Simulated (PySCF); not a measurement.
# C8H12: the cost of one run

Programs: PySCF 2.14.0, with routines of our own; each step states its level. All values are computed. Atoms count from 0.

## Step 1: The system as given

20 atoms, charge 0, multiplicity 1; geometry from: GFN2-xTB.

## Step 2: Magnetic properties: GIAO PBE/pcSseg-1

Job settings and geometry (Å):

```
{"job": {"kind": "mag", "xc": "PBE", "basis": "pcSseg-1", "isotopologues": 2}, "charge": 0, "multiplicity": 1}
C      1.809605    -1.991834     0.683555
C      1.302617    -1.143562     0.008604
C      0.694982    -0.104125    -0.798829
C      1.165627     1.284353    -0.341855
C      0.270691     1.629872     0.858897
C     -0.934185     0.675291     0.782464
C     -0.826805    -0.026006    -0.575772
C     -1.538461    -1.369189    -0.623733
H      2.253983    -2.739963     1.269268
H      0.941607    -0.291576    -1.848784
H      2.223631     1.291400    -0.082496
H      1.007390     1.998859    -1.151460
H      0.811432     1.483529     1.793431
H     -0.043509     2.672863     0.819027
H     -1.882747     1.200435     0.890642
H     -0.870268    -0.072593     1.574089
H     -1.242519     0.625735    -1.352195
H     -1.127789    -2.042305     0.125436
H     -1.418964    -1.830633    -1.601847
H     -2.601468    -1.239874    -0.431478
```

With the program's defaults for keys left out, this is: GIAO PBE/pcSseg-1 magnetisability, rotational g tensor and spin-rotation constants, non-relativistic, gas phase.

On the command line:

```console
$ OMP_NUM_THREADS=1 python excited_run.py task.json out
```

The driver reads the jobs from task.json and runs them one after another.

Q: Estimate the wall time and peak memory of this first job on 1 thread of Intel Xeon Platinum 8488C, shared host.

About 57 s, with a peak of 0.69 GiB.
